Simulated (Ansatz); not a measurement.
I need a single point of Na2Hf2O5, space group P4/mmm. Use Ansatz's Python interface. Level of theory: r2SCAN, PAW, the default cutoff (500 eV here), 5×5×3 k-points, fixed occupations.

```yaml
crystal:
  lattice:
    - [3.94986, 0.00000, 0.00000]
    - [0.00000, 3.94986, 0.00000]
    - [0.00000, 0.00000, 7.94835]
  atoms:
    - { symbol: Na, position: [0.00000, 0.00000, 0.00000] }
    - { symbol: Na, position: [0.00000, 0.00000, 0.50000] }
    - { symbol: Hf, position: [0.50000, 0.50000, 0.25164] }
    - { symbol: Hf, position: [0.50000, 0.50000, 0.74836] }
    - { symbol: O, position: [0.50000, 0.00000, 0.19948] }
    - { symbol: O, position: [0.50000, 0.00000, 0.80052] }
    - { symbol: O, position: [0.50000, 0.50000, 0.50000] }
    - { symbol: O, position: [0.00000, 0.50000, 0.19948] }
    - { symbol: O, position: [0.00000, 0.50000, 0.80052] }
```

Script `scf_na2hf2o5.py`:
```python
"""SCF run for Na2Hf2O5."""

from collections import Counter
from collections import defaultdict

import ansatz
import numpy as np
from pymatgen.core import Structure


def main() -> None:
    na2hf2o5 = (
        ansatz.Lattice.from_parameters(3.949862, 3.949862, 7.948347, alpha=90.0, beta=90.0, gamma=90.0)
        .atom("Na", (0.0, 0.0, 0.0))
        .atom("Na", (0.0, 0.0, 0.5))
        .atom("Hf", (0.5, 0.5, 0.25163683))
        .atom("Hf", (0.5, 0.5, 0.74836317))
        .atom("O", (0.5, 0.0, 0.19948253))
        .atom("O", (0.5, 0.0, 0.80051747))
        .atom("O", (0.5, 0.5, 0.5))
        .atom("O", (0.0, 0.5, 0.19948253))
        .atom("O", (0.0, 0.5, 0.80051747))
    )

    # functional, basis and sampling
    setup = (
        na2hf2o5.calculation()
        .occupations(ansatz.OccupationsMethod.FIXED)
        .functional("r2scan")
        .kpoints(5, 5, 3)
        .density_of_states(energy_step=0.1, projected=True)
    )
    outcome = setup.run(threads=1, backend="cpu")
    rep = outcome.report

    print("%-22s %14.5f eV" % ("F = E - TS", rep["free_energy_ev"]))
    print("%-22s %14.5f eV" % ("E", rep["internal_energy_ev"]))
    print("%-22s %14.5f eV" % ("Harris-Foulkes", rep["harris_foulkes_ev"]))
    print("%-22s %14.5f eV" % ("Fermi level", rep["fermi_energy_ev"]))

    told = Counter((n["data"]["severity"], n["data"]["kind"]) for n in outcome.notices if n["event"] == "notice")
    for (severity, kind), count in sorted(told.items()):
        print(f"{severity:8s} {kind} x{count}")

    final = Structure(outcome.lattice.cell_ang, [s.symbol for s in outcome.lattice.sites], [s.position_frac for s in outcome.lattice.sites])
    # count neighbours out to a fixed multiple of the shortest distance
    for index, (site, neighbours) in enumerate(zip(final, final.get_all_neighbors(5.5))):
        first = min(n.nn_distance for n in neighbours)
        shell = [n for n in neighbours if n.nn_distance < 1.1 * first]
        mean = sum(n.nn_distance for n in shell) / len(shell)
        print(f"atom {index} {site.specie.symbol}: {len(shell)} neighbours within 1.1 of the shortest distance, mean {mean:.3f} A")

    dos = outcome.density_of_states()
    energy = np.asarray(dos.energies_ev) - dos.fermi_ev
    projected = outcome.projected_density_of_states()
    by_shell = defaultdict(float)
    for site in projected.sites:
        for shell in site.shells:
            for part in shell.curves:
                by_shell[f"{site.species} {'spdf'[shell.l]}"] += np.sum(part.g_bin_mean_per_ev, axis=0)
    print("E - E_F  " + " ".join(f"{name:>7s}" for name in by_shell))
    for e in np.arange(-5, 5 + 0.1, 1.0):
        print(f"{e:7.1f}  " + " ".join(f"{np.interp(e, energy, curve):7.3f}" for curve in by_shell.values()))


if __name__ == "__main__":
    main()
```

```console
$ python scf_na2hf2o5.py
DeckWarning: basis.ecutwfc = 500 eV, auto-derived from the records' recommended cutoffs: set by Na (their level for a meta-GGA)
F = E - TS               -37299.94842 eV
E                        -37299.94842 eV
Harris-Foulkes           -37299.94842 eV
Fermi level                   8.77967 eV
audit    band_cg_iterations x1
audit    preconditioner_resolved x1
atom 0 Na: 8 neighbours within 1.1 of the shortest distance, mean 2.533 A
atom 1 Na: 4 neighbours within 1.1 of the shortest distance, mean 2.793 A
atom 2 Hf: 5 neighbours within 1.1 of the shortest distance, mean 2.009 A
atom 3 Hf: 5 neighbours within 1.1 of the shortest distance, mean 2.009 A
atom 4 O: 2 neighbours within 1.1 of the shortest distance, mean 2.018 A
atom 5 O: 2 neighbours within 1.1 of the shortest distance, mean 2.018 A
atom 6 O: 2 neighbours within 1.1 of the shortest distance, mean 1.974 A
atom 7 O: 2 neighbours within 1.1 of the shortest distance, mean 2.018 A
atom 8 O: 2 neighbours within 1.1 of the shortest distance, mean 2.018 A
E - E_F     Na s    Na p    Hf s    Hf p    Hf d    Hf f     O s     O p
   -5.0    0.000   0.000   0.000   0.000   0.000   0.000   0.000   0.000
   -4.0    0.108   0.006   0.228   0.044   1.734   0.030   0.035   6.385
   -3.0    0.095   0.006   0.042   0.078   0.843   0.016   0.047   5.498
   -2.0    0.037   0.002   0.025   0.033   0.377   0.024   0.038   4.029
   -1.0    0.016   0.001   0.006   0.028   0.188   0.030   0.015   4.511
    0.0    0.000   0.000   0.000   0.000   0.001   0.000   0.001   1.140
    1.0    0.000   0.000   0.000   0.000   0.000   0.000   0.000   0.000
    2.0    0.000   0.000   0.000   0.000   0.000   0.000   0.000   0.000
    3.0    0.015   0.000   0.007   0.000   0.004   0.000   0.007   0.001
    4.0    0.394   0.002   0.424   0.011   1.282   0.004   0.210   0.324
    5.0    0.308   0.001   0.043   0.003   1.246   0.000   0.059   0.160
```
(Warnings from the package without file and line.)

Reading the output:
- Absolute energies stand on the zero of these potentials, so only differences at equal settings mean something. A total without «per atom» is that of the cell as typed.
- The run is spin-unpolarised.
- Along an axis with an odd division the mesh misses the point at one half; a gap read on a finite mesh is an upper bound on this functional's gap.
- Semilocal gaps usually lie well under measured ones.
- With fixed filling the reported Fermi level is the top filled level among the k-points of the SCF.
- The zero of the levels is a convention of the potentials, so an absolute Fermi energy is no work function.
- Projections exist only for the shells that the potentials hold, some of them semicore, and samples at single energies can miss narrow peaks.
- The crystal has a gap of about 2.78 eV on the mesh; bins of finite width blur the band edges.
- Spin-orbit coupling, which matters for elements this heavy, is left out.
- The structure comes from a database of computed cells and needn't be a stable or known phase.
- The computed bands are complete only to about 8.4 eV above the Fermi level; beyond that the density of states is undercounted.
- The whole script took 15 s on 1 thread of Arm Neoverse V1, with other jobs on the host, peak memory 0.66 GiB.

(Lines on the test bed's own set-up are left out of the output.)
